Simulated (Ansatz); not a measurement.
# Si2Ge4H14: how energies converge with the basis set

Aim: see how fast density functionals converge with the basis set for Si2Ge4H14.

Computed with Ansatz 0.2.0, Gaussian basis. Level: one geometry, several basis sets.

The runs, in order: PBE0-D4/def2-SVP; ωB97M-V/def2-SVP; PBE0-D4/def2-QZVPP; ωB97M-V/def2-QZVPP; the functionals' def2-TZVPP values are taken from earlier runs.

1 further run of the same task is left out (it didn't finish).

## (1) The relaxed structure

An earlier PBE0-D4 in a triple-zeta def2 set relaxation fixed the geometry.

SMILES `[GeH3][SiH2][SiH2][GeH2][GeH2][GeH3]`, 20 atoms, charge 0, spin multiplicity 1.

Atoms are counted from 1 here; the program's logs count them from 0.

Bond lengths: Ge1–Si2 2.381 Å, Ge1–H7 1.538 Å, Ge1–H8 1.537 Å, Ge1–H9 1.538 Å, Si2–Si3 2.334 Å, Si2–H10 1.489 Å, Si2–H11 1.489 Å, Si3–Ge4 2.381 Å, Si3–H12 1.490 Å, Si3–H13 1.489 Å, Ge4–Ge5 2.430 Å, Ge4–H14 1.541 Å, Ge4–H15 1.540 Å, Ge5–Ge6 2.424 Å, Ge5–H16 1.541 Å, Ge5–H17 1.541 Å, Ge6–H18 1.537 Å, Ge6–H19 1.537 Å and more. Angles: Si2–Ge1–H7 109.8°, Si2–Ge1–H8 111.6°, Si2–Ge1–H9 110.2°, H7–Ge1–H8 108.7°, H7–Ge1–H9 108.0°, H8–Ge1–H9 108.4°, Ge1–Si2–Si3 109.2°, Ge1–Si2–H10 109.5°, Ge1–Si2–H11 109.6°, Si3–Si2–H10 108.6°, Si3–Si2–H11 111.7°, H10–Si2–H11 108.3°, Si2–Si3–Ge4 108.5°, Si2–Si3–H12 110.0°, Si2–Si3–H13 110.7°, Ge4–Si3–H12 110.3°, Ge4–Si3–H13 108.8°, H12–Si3–H13 108.5° and more.

## (2) PBE0-D4 in def2-SVP

The input, in.yaml:

```yaml
crystal:
  periodic: [false, false, false]
  atoms:
    - {symbol: Ge, position_ang: [-1.800711, -0.865114, 1.822524]}
    - {symbol: Si, position_ang: [-1.451998, -1.611210, -0.411256]}
    - {symbol: Si, position_ang: [0.781246, -2.238123, -0.672494]}
    - {symbol: Ge, position_ang: [2.160104, -0.382843, -0.103298]}
    - {symbol: Ge, position_ang: [1.390119, 1.624887, -1.234217]}
    - {symbol: Ge, position_ang: [-0.386414, 2.755749, -0.033146]}
    - {symbol: H, position_ang: [-1.703463, -2.056364, 2.791165]}
    - {symbol: H, position_ang: [-3.179184, -0.205333, 1.991024]}
    - {symbol: H, position_ang: [-0.720776, 0.157265, 2.216762]}
    - {symbol: H, position_ang: [-1.747086, -0.499655, -1.357675]}
    - {symbol: H, position_ang: [-2.378029, -2.738329, -0.711448]}
    - {symbol: H, position_ang: [1.090965, -3.399966, 0.206763]}
    - {symbol: H, position_ang: [1.058501, -2.626944, -2.083364]}
    - {symbol: H, position_ang: [3.624109, -0.661683, -0.495589]}
    - {symbol: H, position_ang: [2.119472, -0.142661, 1.417501]}
    - {symbol: H, position_ang: [0.900908, 1.256568, -2.648182]}
    - {symbol: H, position_ang: [2.567837, 2.606462, -1.392120]}
    - {symbol: H, position_ang: [0.040517, 3.003242, 1.422488]}
    - {symbol: H, position_ang: [-1.672708, 1.914241, -0.030016]}
    - {symbol: H, position_ang: [-0.693419, 4.109812, -0.695421]}
basis:
  gaussian: {orbitals: def2-SVP}
hamiltonian: {xc: pbe0, dispersion: d4}
output: {orbitals: {seedname: orbitals}}
```

The runs that follow: ωB97M-V in def2-SVP; PBE0-D4 in def2-QZVPP; ωB97M-V in def2-QZVPP.

**Question.** What will the summary of the whole plan be? Wanted: PBE0-D4: double and triple zeta above quadruple; ωB97M-V: double and triple zeta above quadruple.

As calculated:

| quantity | value |
| --- | --- |
| PBE0-D4: double and triple zeta above quadruple | 39.44, 5.40 eV |
| ωB97M-V: double and triple zeta above quadruple | 39.35, 5.26 eV |

What this shows: PBE0-D4 gains 34.04 eV from double to triple zeta, then 5.40 eV more. These are total energies; as a rule much of such shifts cancels in differences, which this series doesn't test. The LUMO of ωB97M-V is positive and keeps falling with the basis (1.42 to 0.89 eV): an unbound level that the basis holds in place.
